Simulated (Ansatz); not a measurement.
# CH9BGeSi: the cost of one run

Program: Ansatz 0.2.0. Level of theory: RKS PBE0/def2-SVP. These are calculated values, not measurements.

**1. Starting point**

Bond lengths: B1–C2 1.529 Å, C2–Si3 1.840 Å, C2–Ge4 1.939 Å, B1–H5 1.219 Å, B1–H6 1.239 Å, C2–H7 1.098 Å, Si3–H8 1.497 Å, Si3–H9 1.513 Å, Si3–H10 1.457 Å, Ge4–H11 1.488 Å, Ge4–H12 1.599 Å, Ge4–H13 1.479 Å. Angles (14 of 21 angles, heavy atoms first): B1–C2–Si3 108.4°, B1–C2–Ge4 110.8°, Si3–C2–Ge4 107.2°, B1–C2–H7 111.3°, Si3–C2–H7 107.9°, Ge4–C2–H7 111.0°, C2–B1–H5 124.0°, C2–B1–H6 121.7°, C2–Si3–H8 111.5°, C2–Si3–H9 111.2°, C2–Si3–H10 111.7°, C2–Ge4–H11 111.5°, C2–Ge4–H12 106.2°, C2–Ge4–H13 110.7°.

Structure file:

```xyz
13

B    -1.0916    1.1832   -0.4551
C    -0.4114    0.1085    0.3943
Si    1.3167    0.6415    0.7316
Ge   -0.3153   -1.5713   -0.5694
H    -1.5728    0.9779   -1.5565
H    -1.2722    2.3329   -0.0289
H    -0.9204   -0.0195    1.3592
H     2.0558   -0.3741    1.5468
H     1.3469    1.9274    1.5281
H     2.0774    0.8145   -0.4985
H     0.3596   -1.4064   -1.8848
H    -1.8267   -2.0213   -0.8326
H     0.2745   -2.6281    0.2807
```

**2. End point A**

Contents of input.yaml:

```yaml
crystal:
  periodic: [false, false, false]
  atoms:
    - { symbol: B, position_ang: [-1.0916, 1.1832, -0.4551] }
    - { symbol: C, position_ang: [-0.4114, 0.1085, 0.3943] }
    - { symbol: Si, position_ang: [1.3167, 0.6415, 0.7316] }
    - { symbol: Ge, position_ang: [-0.3153, -1.5713, -0.5694] }
    - { symbol: H, position_ang: [-1.5728, 0.9779, -1.5565] }
    - { symbol: H, position_ang: [-1.2722, 2.3329, -0.0289] }
    - { symbol: H, position_ang: [-0.9204, -0.0195, 1.3592] }
    - { symbol: H, position_ang: [2.0558, -0.3741, 1.5468] }
    - { symbol: H, position_ang: [1.3469, 1.9274, 1.5281] }
    - { symbol: H, position_ang: [2.0774, 0.8145, -0.4985] }
    - { symbol: H, position_ang: [0.3596, -1.4064, -1.8848] }
    - { symbol: H, position_ang: [-1.8267, -2.0213, -0.8326] }
    - { symbol: H, position_ang: [0.2745, -2.6281, 0.2807] }
basis:
  gaussian: { orbitals: def2-SVP }
hamiltonian:
  xc: pbe0
relax:
  f_tol: 0.015
  max_steps: 40
```

Command:

```bash
$ ansatz run input.yaml --threads 2 --pin off --max-ram 3072MiB --backend cpu --events-out ev --progress --plain --runs-dir out
```

Q: Estimate wall time and peak memory on 2 threads of Arm Neoverse V1, shared host.

About 1.9 min, with a peak of 0.31 GiB.
